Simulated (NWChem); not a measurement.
# B2H6S2 (SMILES [BH2-]1[SH+][BH2-][SH+]1) at 5 levels

Aim: a comparison of 5 runs (HF/STO-3G, HF/3-21G, B3LYP/6-31G*, MP2/3-21G) of B2H6S2. 

The results are computed with NWChem 7.3.0.

### Step 1. Starting point

B2H6S2: 10 atoms, total charge 0, spin state singlet. SMILES: `[BH2-]1[SH+][BH2-][SH+]1`. The coordinates come from a PBE0-D4/def2-TZVP relaxation.

Bond lengths: B1–S2 1.961 Å, S2–B3 1.961 Å, B1–S4 1.961 Å, B3–S4 1.961 Å, B1–H5 1.195 Å, B1–H6 1.198 Å, S2–H7 1.346 Å, B3–H8 1.195 Å, B3–H9 1.198 Å, S4–H10 1.346 Å. Some angles: B1–S2–B3 80.4°, S2–B1–S4 96.7°, S2–B3–S4 96.7°, B1–S4–B3 80.4°, B1–S2–H7 98.6°, B3–S2–H7 98.6°, S2–B1–H5 114.0°, S2–B1–H6 105.9°, S4–B1–H5 114.0°, S4–B1–H6 105.9°.

### Step 2. Energy and forces at HF/STO-3G (run 1)

sp.nw

```
start sp
memory total 2200 mb
geometry noautosym nocenter noautoz
 B     -0.594400     1.014400    -0.540900
 S     -0.927100    -0.914200    -0.668800
 B      0.179400    -0.879400     0.950000
 S      0.947400     0.902700     0.665900
 H     -0.355500     1.537600    -1.588800
 H     -1.492600     1.459100     0.115100
 H      0.031400    -1.224600    -1.560700
 H      0.990400    -1.755900     1.004200
 H     -0.583700    -0.765100     1.866200
 H      1.887500     0.574300    -0.239100
end
basis spherical bse
 * library STO-3G
end
scf
 nopen 0
 rhf
 thresh 1e-08
 maxiter 80
end
task scf gradient
```

Started as:

```bash
$ nwchem sp.nw > sp.out
```

Output:

```text
[...]
  functions       =    34
[...]
  wavefunction    = RHF
[...]
         Total SCF energy =   -838.665401357105
      One-electron energy =  -1560.361809875946
      Two-electron energy =    521.328190078125
 Nuclear repulsion energy =    200.368218440717
        Time for solution =      3.1s
[...]
                         RHF ENERGY GRADIENTS
    atom               coordinates                        gradient
                 x          y          z           x          y          z
   1 B      -1.123253   1.916938  -1.022153    0.014364  -0.015325   0.000767
   2 S      -1.751965  -1.727587  -1.263849   -0.018515  -0.009107  -0.001917
   3 B       0.339017  -1.661825   1.795240    0.004351   0.009041  -0.018453
   4 S       1.790326   1.705856   1.258369    0.004912   0.013671   0.014786
   5 H      -0.671798   2.905643  -3.002397    0.003670   0.012256  -0.021851
   6 H      -2.820605   2.757299   0.217507   -0.019330   0.006844   0.017821
   7 H       0.059337  -2.314158  -2.949295    0.007322  -0.001423  -0.005618
   8 H       1.871585  -3.318170   1.897663    0.016465  -0.019036   0.002786
   9 H      -1.103033  -1.445829   3.526607   -0.018995   0.006056   0.018440
  10 H       3.566858   1.085270  -0.451833    0.005755  -0.002976  -0.006761
[...]
```

It took 4.8 s on 1 thread of AMD EPYC 7R43 (Zen 3), shared host; peak memory 0.098 GiB.

### Step 3. Energy and gradient at HF/3-21G (run 2)

b2h6s2.xyz

```xyz
10
B2H6S2 gradient
B     -0.594400     1.014400    -0.540900
S     -0.927100    -0.914200    -0.668800
B      0.179400    -0.879400     0.950000
S      0.947400     0.902700     0.665900
H     -0.355500     1.537600    -1.588800
H     -1.492600     1.459100     0.115100
H      0.031400    -1.224600    -1.560700
H      0.990400    -1.755900     1.004200
H     -0.583700    -0.765100     1.866200
H      1.887500     0.574300    -0.239100
```

b2h6s2.nw

```
start b2h6s2
title "B2H6S2 gradient"
memory 2200 mb
charge 0

geometry units angstroms noautosym nocenter noautoz
  load b2h6s2.xyz
end

basis spherical bse
  B library 3-21G
  S library 3-21G
  H library 3-21G
end

scf
  thresh 1e-08
  maxiter 80
end

task scf gradient
```

Started as:

```bash
$ nwchem b2h6s2.nw > b2h6s2.out
```

Output:

```text
[...]
  functions       =    56
[...]
  wavefunction    = RHF
[...]
         Total SCF energy =   -843.673288445209
      One-electron energy =  -1561.772209577427
      Two-electron energy =    517.730702691502
 Nuclear repulsion energy =    200.368218440717
        Time for solution =      3.5s
[...]
                         RHF ENERGY GRADIENTS
    atom               coordinates                        gradient
                 x          y          z           x          y          z
   1 B      -1.123253   1.916938  -1.022153    0.027489  -0.038961   0.014473
   2 S      -1.751965  -1.727587  -1.263849    0.011357   0.021172   0.021022
   3 B       0.339017  -1.661825   1.795240   -0.000708   0.029958  -0.039804
   4 S       1.790326   1.705856   1.258369   -0.026967  -0.015927  -0.006249
   5 H      -0.671798   2.905643  -3.002397   -0.000687   0.004493  -0.005159
   6 H      -2.820605   2.757299   0.217507   -0.005668   0.003161   0.003651
   7 H       0.059337  -2.314158  -2.949295    0.001697   0.004075   0.004289
   8 H       1.871585  -3.318170   1.897663    0.003358  -0.005395   0.002625
   9 H      -1.103033  -1.445829   3.526607   -0.004470   0.000253   0.005937
  10 H       3.566858   1.085270  -0.451833   -0.005401  -0.002828  -0.000786
[...]
```

Run time: 5.1 s. Hardware: 1 thread of AMD EPYC 7R43 (Zen 3), shared host; peak memory 0.094 GiB.

Runs 3 to 4 aren't shown in full; the table further down has their settings and results.

### Step 4. Energy and gradient at MP2/3-21G (run 5)

m1.nw

```
start m1
memory total 2200 mb
charge 0

geometry noautosym nocenter noautoz
  B       -0.594400       1.014400      -0.540900
  S       -0.927100      -0.914200      -0.668800
  B        0.179400      -0.879400       0.950000
  S        0.947400       0.902700       0.665900
  H       -0.355500       1.537600      -1.588800
  H       -1.492600       1.459100       0.115100
  H        0.031400      -1.224600      -1.560700
  H        0.990400      -1.755900       1.004200
  H       -0.583700      -0.765100       1.866200
  H        1.887500       0.574300      -0.239100
end

basis "ao basis" spherical bse
  * library 3-21G
end

scf
  thresh 1e-08
  maxiter 80
  print medium
end

mp2
  freeze core 12
  tight
end

task mp2 gradient
```

Started as:

```bash
$ nwchem m1.nw > m1.out
```

Output:

```text
[...]
  functions       =    56
[...]
  wavefunction    = RHF
[...]
         Total SCF energy =   -843.673288445185
      One-electron energy =  -1561.772209577388
      Two-electron energy =    517.730702691486
 Nuclear repulsion energy =    200.368218440717
        Time for solution =      3.5s
[...]
          Total MP2 energy          -843.919899420425
[...]
                         mp2 ENERGY GRADIENTS
    atom               coordinates                        gradient
                 x          y          z           x          y          z
   1 B      -1.123253   1.916938  -1.022153    0.020450  -0.029848   0.011960
   2 S      -1.751965  -1.727587  -1.263849    0.022630   0.019476   0.013018
   3 B       0.339017  -1.661825   1.795240   -0.001361   0.023433  -0.030011
   4 S       1.790326   1.705856   1.258369   -0.018909  -0.020736  -0.016542
   5 H      -0.671798   2.905643  -3.002397   -0.001383   0.001400   0.000028
   6 H      -2.820605   2.757299   0.217507   -0.001653   0.001436   0.000361
   7 H       0.059337  -2.314158  -2.949295   -0.007102   0.005187   0.010271
   8 H       1.871585  -3.318170   1.897663   -0.000490  -0.000773   0.001739
   9 H      -1.103033  -1.445829   3.526607   -0.000810  -0.000604   0.001964
  10 H       3.566858   1.085270  -0.451833   -0.011371   0.001028   0.007211
[...]
```

Wall time 9.9 s (1 thread of AMD EPYC 7R43 (Zen 3), shared host); peak memory 0.13 GiB.

### Step 5. Overview of the runs

| run | level | iteration cap | module | energy (Eh) | dipole moment (D) | HOMO energy (eV) | LUMO energy (eV) | wall time |
| --- | --- | --- | --- | --- | --- | --- | --- | --- |
| 1 | HF/STO-3G | 80 | scf | -838.665401 | 2.61 | -8.88 | 10.35 | 4.8 s |
| 2 | HF/3-21G | 80 | scf | -843.673288 | 2.63 | -11.29 | 3.97 | 5.1 s |
| 3 | B3LYP/6-31G* (spherical functions) | 100 | dft | -849.719357 | – | – | – | 52 s |
| 4 | B3LYP/6-31G* (Cartesian functions) | 100 | dft | -849.725906 | 2.26 | -7.97 | 0.17 | 53 s |
| 5 | MP2/3-21G | 80 | mp2 | -843.919899 | 2.62 | -11.29 | 3.97 | 9.9 s |

### Step 6. Outcome

```
                                                      quantity          value
                                           run 5: total energy  -843.91990 Eh
run 5: dipole moment (of the density that the program reports)         2.62 D
                    run 5: HOMO energy (Hartree–Fock orbitals)      -11.29 eV
                    run 5: LUMO energy (Hartree–Fock orbitals)        3.97 eV
                  run 5: HOMO–LUMO gap (Hartree–Fock orbitals)       15.27 eV
           run 5: correlation energy (12 core orbitals frozen)     -246.6 mEh
                               run 5: largest force on an atom     1.960 eV/Å
```

In words: Over runs 1, 2, 4, 5 the dipole moment (its size) runs from 2.26 D (B3LYP/6-31G*) to 2.63 D (HF/3-21G). The two ends differ in method and basis. Over runs 1, 2, 4 the HOMO–LUMO gap runs from 8.14 eV (B3LYP/6-31G*) to 19.23 eV (HF/STO-3G). In run 1 the basis is minimal, so the values are rough. All runs together took 2.1 min, the longest 53 s.
